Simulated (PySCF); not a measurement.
# CH5ClSn (SMILES [CH3][SnH2][Cl]) at 6 levels

Wanted: a comparison of 6 runs (HF/def2-SVP, wB97X/STO-3G, B3LYP/def2-SVPD, B3LYP/def2-TZVP, PBE0/def2-TZVP, MP2/def2-TZVP) of CH5ClSn. The job is set up through a Python script.

The results are computed with PySCF 2.14.0.

## (1) Starting point

CH5ClSn has 8 atoms, charge 0, and is taken as a singlet. SMILES: `[CH3][SnH2][Cl]`. The shape is that of a PBE0-D4/def2-TZVP optimisation.

Bond lengths: C1–Sn2 2.127 Å, Sn2–Cl3 2.342 Å, C1–H4 1.089 Å, C1–H5 1.091 Å, C1–H6 1.089 Å, Sn2–H7 1.705 Å, Sn2–H8 1.705 Å. Some angles: C1–Sn2–Cl3 105.7°, C1–Sn2–H7 113.7°, C1–Sn2–H8 113.6°, Cl3–Sn2–H7 105.5°, Cl3–Sn2–H8 105.5°, Sn2–C1–H4 109.2°, Sn2–C1–H5 110.1°, Sn2–C1–H6 109.3°, H7–Sn2–H8 111.9°, H4–C1–H5 109.4°.

## (2) Energy and gradient at HF/def2-SVP (core potential) (run 1)

The input, job.py:

```python
import pyscf.grad
from pyscf import gto

mol = gto.M(
    atom='''
C     -1.664849     1.396886    -0.412149
Sn     1.093773    -1.412381     0.393819
Cl     5.013065     0.534604    -0.269664
H     -1.434869     2.035991    -2.355544
H     -3.558732     0.622476    -0.165351
H     -1.405578     2.990870     0.864739
H      1.111915    -2.361024     3.473128
H      1.019318    -3.915513    -1.634046
''',
    verbose=3,
    ecp={'Sn': 'def2-svp'},
    basis='def2-svp',
    spin=0,
    max_memory=1860,
    unit='bohr',
)

mf = mol.RHF()
mf.conv_tol = 1e-10
mf.kernel()
if not mf.converged:
    mf = mf.newton().run(mf.mo_coeff, mf.mo_occ)

e_tot = mf.e_tot
print(f'total energy: {e_tot:.8f} hartree')
grad = mf.Gradients().kernel()
dip = mf.dip_moment()
pop, q = mf.mulliken_pop()
```

Started as:

```console
$ OMP_NUM_THREADS=1 python job.py
```

Standard output:

```text
converged SCF energy = -713.480180148401
total energy: -713.48018015 hartree
[... 8 lines left out ...]
Dipole moment(X, Y, Z, Debye): -3.09531, -0.66202,  0.25784
[... 92 lines left out ...]
charge of    7H =     -0.15957
```

It took 12 s on 1 thread of Intel Xeon at 2.70GHz, shared host; peak memory 0.16 GiB.

## (3) Energy and gradient at wB97X/STO-3G (run 2)

The input, run.py:

```python
# [CH3][SnH2][Cl]
import pyscf.grad
from pyscf import gto, dft

system = gto.Mole()
system.atom = '''
C     -1.664849     1.396886    -0.412149
Sn     1.093773    -1.412381     0.393819
Cl     5.013065     0.534604    -0.269664
H     -1.434869     2.035991    -2.355544
H     -3.558732     0.622476    -0.165351
H     -1.405578     2.990870     0.864739
H      1.111915    -2.361024     3.473128
H      1.019318    -3.915513    -1.634046
'''
system.verbose = 4
system.max_memory = 1860
system.charge = 0
system.basis = 'sto-3g'
system.unit = 'bohr'
system.build()

ks = dft.RKS(system)
ks.xc = 'wb97x'
ks.conv_tol = 1e-10
ks.grids.level = 5
ks.kernel()
if not ks.converged:
    ks = ks.newton().run(ks.mo_coeff, ks.mo_occ)

energy = ks.e_tot
print('E(%s) = %.9f' % ('WB97X', energy))
grad = ks.Gradients().kernel()
ks.analyze()
```

Started as:

```console
$ OMP_NUM_THREADS=1 python run.py
```

Standard output:

```text
PySCF version 2.14.0

[... 87 lines left out ...]
Nuclear Repulsion Energy =             367.398512933145298
[... 11 lines left out ...]
MO #6   energy= -100.311733982853  occ= 2
[... 9 lines left out ...]
MO #16  energy= -10.0595131051592  occ= 2
[... 9 lines left out ...]
MO #26  energy= -0.796219835355423 occ= 2
[... 9 lines left out ...]
MO #36  energy= -0.374878401114188 occ= 2
[... 9 lines left out ...]
MO #46  energy= 0.596680197163073  occ= 0
[... 57 lines left out ...]
Dipole moment(X, Y, Z, Debye): -3.25224, -1.40840,  0.48741
```

Wall time 28 s (1 thread of Intel Xeon at 2.70GHz, shared host); peak memory 0.49 GiB.

Run 3 isn't shown in full; the table further down has it.

## (4) Energy and forces at B3LYP/def2-TZVP (core potential) (run 4)

The input, run.py:

```python
import pyscf.grad
from pyscf import gto, dft

molecule = gto.Mole()
molecule.atom = [
    ('C', (-0.881000, 0.739200, -0.218100)),
    ('Sn', (0.578800, -0.747400, 0.208400)),
    ('Cl', (2.652800, 0.282900, -0.142700)),
    ('H', (-0.759300, 1.077400, -1.246500)),
    ('H', (-1.883200, 0.329400, -0.087500)),
    ('H', (-0.743800, 1.582700, 0.457600)),
    ('H', (0.588400, -1.249400, 1.837900)),
    ('H', (0.539400, -2.072000, -0.864700)),
]
molecule.charge = 0
molecule.basis = 'def2-tzvp'
molecule.verbose = 3
molecule.ecp = {'Sn': 'def2-svp'}
molecule.max_memory = 1860
molecule.spin = 0
molecule.build()

mf = dft.RKS(molecule, xc='b3lyp')
mf.conv_tol = 1e-10
mf.grids.level = 5
mf.kernel()
if not mf.converged:
    mf = mf.newton().run(mf.mo_coeff, mf.mo_occ)

etot = mf.e_tot
print('E = %.10f Eh' % etot)
grad = mf.Gradients().kernel()
dip = mf.dip_moment()
pop, q = mf.mulliken_pop()
```

Started as:

```console
$ OMP_NUM_THREADS=1 python run.py
```

Standard output:

```text
converged SCF energy = -715.77009275538
[... 9 lines left out ...]
Dipole moment(X, Y, Z, Debye): -2.88565, -0.49834,  0.20403
[... 157 lines left out ...]
charge of    7H =     -0.07796
```

It took 95 s on 1 thread of Intel Xeon at 2.70GHz, shared host; peak memory 1.7 GiB.

Run 5 isn't shown in full; the table further down has it.

## (5) Energy and gradient at MP2/def2-TZVP (core potential) (run 6)

The input, job.py:

```python
import pyscf.grad
from pyscf import gto, mp

mol = gto.M(
    atom='''
C     -1.664849     1.396886    -0.412149
Sn     1.093773    -1.412381     0.393819
Cl     5.013065     0.534604    -0.269664
H     -1.434869     2.035991    -2.355544
H     -3.558732     0.622476    -0.165351
H     -1.405578     2.990870     0.864739
H      1.111915    -2.361024     3.473128
H      1.019318    -3.915513    -1.634046
''',
    basis='def2-tzvp',
    ecp={'Sn': 'def2-svp'},
    verbose=4,
    unit='bohr',
    charge=0,
    max_memory=1860,
)

hf = mol.RHF()
hf.conv_tol = 1e-10
hf.kernel()
if not hf.converged:
    hf = hf.newton().run(hf.mo_coeff, hf.mo_occ)

pt = mp.MP2(hf, frozen=10).run()
e_final = pt.e_tot
print('E = %.10f Eh' % e_final)
grad = pt.Gradients().kernel()
hf.analyze()
```

Started as:

```console
$ OMP_NUM_THREADS=1 python job.py
```

Standard output:

```text
PySCF version 2.14.0

[... 103 lines left out ...]
MO #13  energy= -1.34195307027841  occ= 2
[... 26 lines left out ...]
MO #40  energy= 0.361556925760826  occ= 0
[... 26 lines left out ...]
MO #67  energy= 1.11761689027914   occ= 0
[... 26 lines left out ...]
MO #94  energy= 2.24123699132591   occ= 0
[... 26 lines left out ...]
MO #121 energy= 2.98559529546617   occ= 0
[... 26 lines left out ...]
MO #148 energy= 114.135073709131   occ= 0
[... 159 lines left out ...]
Dipole moment(X, Y, Z, Debye): -3.08700, -0.63063,  0.24800
```

It took 2.4 min on 1 thread of Intel Xeon at 2.70GHz, shared host; peak memory 2 GiB.

## (6) All runs side by side

```csv
run,level,core potential,integration grid,energy (Eh),dipole moment (D) of the reference,HOMO energy (eV),LUMO energy (eV),wall time
1,HF/def2-SVP (core potential),def2-svp,–,-713.480180,3.18,-11.21,2.86,12 s
2,wB97X/STO-3G,–,5,-6461.403742,3.58,-8.37,6.18,28 s
3,B3LYP/def2-SVPD (core potential),def2-svp,5,-715.561291,3.04,-8.12,-0.91,69 s
4,B3LYP/def2-TZVP (core potential),def2-svp,5,-715.770093,2.94,-8.05,-0.74,95 s
5,PBE0/def2-TZVP (core potential),def2-svp,5,-715.477005,2.97,-8.30,-0.47,1.7 min
6,MP2/def2-TZVP (core potential),def2-svp,–,-714.376985,3.16,-11.29,2.24,2.4 min
```

## (7) Results

| quantity | value |
| --- | --- |
| run 6: total energy | -714.37698 Eh |
| run 6: dipole moment (Hartree–Fock density) | 3.16 D |
| run 6: HOMO energy (Hartree–Fock orbitals) | -11.29 eV |
| run 6: LUMO energy (Hartree–Fock orbitals) | 2.24 eV |
| run 6: HOMO–LUMO gap (Hartree–Fock orbitals) | 13.54 eV |
| run 6: correlation energy (10 core orbitals frozen) | -683.0 mEh |
| run 6: largest force on an atom | 0.279 eV/Å |

What this shows: Over runs 1, 2, 3, 4, 5 the dipole moment (its size) runs from 2.94 D (B3LYP/def2-TZVP) to 3.58 D (wB97X/STO-3G). The two ends differ in method and basis and core potential. Over runs 1, 2, 3, 4, 5 the HOMO–LUMO gap runs from 7.21 eV (B3LYP/def2-SVPD) to 14.55 eV (wB97X/STO-3G). Totals of different functionals can't be ranked against each other. Some runs of one species differ in core potentials or relativity; totals across that change don't compare. In run 2 the basis is minimal, so the values are rough. In run 2 relativity is left out where basis or elements ask for it. All runs together took 7.5 min, the longest 2.4 min.
